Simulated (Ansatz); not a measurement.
**InH2− (singlet): from Hartree-Fock to the top rungs at distance In1–H3 = 2.584 Å, def2-SVPD**

An exercise on one series of results from a longer session: the logs are not shown, and one member is left open.

Method: def2-SVPD, core rule «outside noble gas», up to 9 orbitals frozen; program: Ansatz 0.2.0, Gaussian basis.

The runs, in order: UHF; CCSD(T) on RHF; CCSD(T) on UHF; BCCD(T) on RHF; CISD; CCSDT(Q) on RHF; CCSDT(Q) on UHF; CCSDTQ on RHF; CCSDTQ on UHF; CASSCF and MRCISD+Q, 2 electrons in 2 orbitals; CASSCF and NEVPT2, 2 electrons in 2 orbitals; CASSCF and MRCISD+Q, 6 electrons in 6 orbitals; CASSCF and NEVPT2, 6 electrons in 6 orbitals; Full CI.

### What is computed

The geometry derives from a PBE0/def2-TZVPD stationary point (not a proven minimum). One bond is set to the value named and the two fragments are kept rigid. No spin-orbit coupling is included. Elements past krypton take def2 core potentials.

3 atoms, charge -1, spin multiplicity 1.

Atoms are counted from 1 here; the program's logs count them from 0.

Bond lengths: In1–H2 1.886 Å.

The first run:

in.yaml

```yaml
crystal:
  periodic: [false, false, false]
  atoms:
    - {symbol: In, position_ang: [0.000000, -0.026619, -0.004356]}
    - {symbol: H, position_ang: [0.000000, 1.275301, -1.369152]}
    - {symbol: H, position_ang: [0.000000, 1.756964, 1.865373]}
basis:
  gaussian: {orbitals: def2-SVPD}
total_charge: -1
magnetization: {spin_polarized: true, initial_magnetization: 0}
hamiltonian: {xc: hf}
output: {orbitals: {seedname: orbitals}}
```

Launch:

```
> ansatz run in.yaml --threads 1 --pin off --events-out ev --progress --plain --max-ram 4096MiB --backend cpu
```

Steps of the session up to this table: UHF; CCSD(T) on RHF; CCSD(T) on UHF; BCCD(T) on RHF; CISD; CCSDT(Q) on RHF; CCSDT(Q) on UHF; CCSDTQ on RHF; CCSDTQ on UHF; CASSCF and MRCISD+Q, 2 electrons in 2 orbitals; CASSCF and NEVPT2, 2 electrons in 2 orbitals; CASSCF and MRCISD+Q, 6 electrons in 6 orbitals; CASSCF and NEVPT2, 6 electrons in 6 orbitals; Full CI.

One of the session's tables, all rows but one given; the rest of the session is left out.

```
          method  from FCI (kcal/mol)
             RHF               +67.76
             UHF               +67.65
            RMP2               +19.52
           RCCSD                +2.04
        RCCSD(T)                +0.55
         BCCD(T)                +0.55
          RCCSDT                +0.08
       RCCSDT(Q)                +0.02
         RCCSDTQ                 0.00
     CASSCF pair                    ?
     NEVPT2 pair               +16.99
     MRCISD pair                +3.62
   MRCISD+Q pair                -0.79
  CASSCF valence               +36.22
  NEVPT2 valence               +13.58
  MRCISD valence                +1.85
MRCISD+Q valence                +0.06
             FCI                    0
```

**Question.** Estimate the row for CASSCF pair.

As computed: from FCI (kcal/mol): +54.70. In the column «from FCI (kcal/mol)» it lies between CASSCF valence (+36.22) and UHF (+67.65).

To keep in mind: MRCISD+Q pair falls below full CI: the +Q correction isn't variational, and the cores differ from full CI's.
